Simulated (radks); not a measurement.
**Lu inside a hard spherical wall**

One table from this session's results is given with a row withheld; the runs are named, their logs left out.

Method: scalar-relativistic Kohn-Sham, LDA (Slater exchange, VWN5 correlation), spin-unpolarised, spherical densities, finite nucleus. Code: radks (a radial shooting solver on a logarithmic mesh, Libxc functionals) version 1.

## The system

```
element            : lutetium (Z = 71)
charge             : 0
electrons          : 71
configuration      : [Xe] 4f14 5d1 6s2
nuclear rms radius : 5.37 fm
```

The outer shells:

Lu
```
[Xe] core
4f [↑↓][↑↓][↑↓][↑↓][↑↓][↑↓][↑↓]
5d [↑ ][  ][  ][  ][  ]
6s [↑↓]
```

The first run:

The run's settings:

```text
Z 71
configuration [Xe] 4f14 5d1 6s2 6p0 7s0 5f0
relativity scalar-relativistic
functional lda,vwn5
spin unpolarised
nucleus finite rms 5.37 fm
c 137.035999084
```

Among the steps run: The free atom.

One of the session's tables, all rows but one given; the rest of the session is left out.

It belongs to the step «The free atom». Radial density 4πr²ρ:

| r (bohr) | 4πr²ρ (e/bohr) |
| --- | --- |
| 0.00100 | 6.427 |
| 0.00170 | 14.36 |
| 0.00289 | 29.93 |
| 0.00489 | 55.45 |
| 0.00829 | 84.60 |
| 0.0141 | 96.14 |
| 0.0238 | 85.65 |
| 0.0404 | 107.3 |
| 0.0685 | 125.5 |
| 0.116 | 99.78 |
| 0.199 | 106.3 |
| 0.337 | 57.89 |
| 0.571 | 54.98 |
| 0.968 | 18.06 |
| 1.64 | ? |
| 2.78 | 1.295 |
| 4.72 | 0.4077 |
| 8.00 | 0.02151 |

**Question.** Estimate the row for r (bohr) = 1.64.

Worked estimate for «4πr²ρ (e/bohr)». A straight line through the neighbours (0.968, 18.06) and (2.78, 1.295) gives 18.06 + (1.295 − 18.06) × (1.64 − 0.968) / (2.78 − 0.968) = 11.843; a parabola fitted to 4 rows on both sides gives 14.214.

The run gave: 4πr²ρ (e/bohr): 6.049. In «4πr²ρ (e/bohr)» the line misses by +5.794 and the parabola by +8.165. Between these rows the values bend or scatter more than so simple an estimate can follow.

Caveats from the session: Shells are not refilled when levels cross, and a hard wall is a model, not a crystal.
